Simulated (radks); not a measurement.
# Dy inside a hard spherical wall

What does compression do to the levels of Dy? A hard sphere of shrinking radius stands in for pressure; the configuration is held at [Xe] 4f10 6s2.

The numbers are computed with radks (a radial shooting solver on a logarithmic mesh, Libxc functionals) version 1 (scalar-relativistic Kohn-Sham, r2SCAN, spin-unpolarised, spherical densities, finite nucleus), except any that are marked as measured or tabulated.

### Step 1. Starting point

| Property | Result |
| --- | --- |
| element | dysprosium (Z = 66) |
| charge | 0 |
| electrons | 66 |
| configuration | [Xe] 4f10 6s2 |
| nuclear rms radius | 5.2218 fm |

The outer shells:

Dy
```
[Xe] core
4f [↑↓][↑↓][↑↓][↑ ][↑ ][↑ ][↑ ]
6s [↑↓]
```

### Step 2. The free atom

Input:

```text
Z 66
configuration [Xe] 4f10 6s2 5d0 6p0 7s0
relativity scalar-relativistic
functional r2scan,r2scan
spin unpolarised
nucleus finite rms 5.2218 fm
c 137.035999084
```

### Step 3. Wall at 20 bohr

Input: that of step 2 with these lines changed.

```diff
@@ -6,2 +6,3 @@
 nucleus finite rms 5.2218 fm
+wall 20 bohr
 c 137.035999084
```

### Step 4. Wall at 10 bohr

Input: that of step 3 with these lines changed.

```diff
@@ -6,3 +6,3 @@
 nucleus finite rms 5.2218 fm
-wall 20 bohr
+wall 10 bohr
 c 137.035999084
```

### Step 5. Wall at 8 bohr

Input: that of step 4 with these lines changed.

```diff
@@ -6,3 +6,3 @@
 nucleus finite rms 5.2218 fm
-wall 10 bohr
+wall 8 bohr
 c 137.035999084
```

### Step 6. Wall at 7 bohr

Input: that of step 5 with these lines changed.

```diff
@@ -6,3 +6,3 @@
 nucleus finite rms 5.2218 fm
-wall 8 bohr
+wall 7 bohr
 c 137.035999084
```

### Step 7. Wall at 6 bohr

Input: that of step 6 with these lines changed.

```diff
@@ -6,3 +6,3 @@
 nucleus finite rms 5.2218 fm
-wall 7 bohr
+wall 6 bohr
 c 137.035999084
```

### Step 8. Wall at 5 bohr

Input: that of step 7 with these lines changed.

```diff
@@ -6,3 +6,3 @@
 nucleus finite rms 5.2218 fm
-wall 6 bohr
+wall 5 bohr
 c 137.035999084
```

### Step 9. Wall at 4 bohr

Input: that of step 8 with these lines changed.

```diff
@@ -6,3 +6,3 @@
 nucleus finite rms 5.2218 fm
-wall 5 bohr
+wall 4 bohr
 c 137.035999084
```

### Step 10. Wall at 3.5 bohr

Input: that of step 9 with these lines changed.

```diff
@@ -6,3 +6,3 @@
 nucleus finite rms 5.2218 fm
-wall 4 bohr
+wall 3.5 bohr
 c 137.035999084
```

Before running it: what results should come out? Wanted: for each run, R; E − E(free); ε(4f); ε(6p, empty); ε(5d, empty); ε(7s, empty); pressure.

The runs gave:

```
R (bohr)  E − E(free) (eV)  ε(4f) (eV)  ε(6p, empty) (eV)  ε(5d, empty) (eV)  ε(7s, empty) (eV)  pressure (GPa)
    free             0.000      -3.001             -1.039             -1.001                  -               0
      20             0.000      -3.001             -1.038             -1.001              1.229        < 0.0001
      10             0.069      -2.839             -0.737             -0.842              3.602          0.0585
       8             0.474      -2.319              0.163             -0.337              7.412           0.599
       7             1.208      -1.714              1.320              0.273             11.515            1.97
       6             3.073      -0.674              3.649              1.378             18.889            6.91
       5             8.090       1.165              8.693              3.479             33.197            27.9
       4            23.848       5.053             21.190              8.170             64.734             152
     3.5            44.707       9.078             34.651             13.107             95.855             423
```

**Reading.** At the tightest wall, 3.5 bohr, the energy stands 44.707 eV above the free atom and the pressure, −dE/dV, is 423 GPa. Of the levels in the table that exist at both ends, 6p (empty) rises most from the free atom (35.689 eV). From R = 5 bohr inwards the highest occupied level lies above zero, pushed up by confinement. Shells are not refilled when levels cross, and a hard wall is a model, not a crystal.
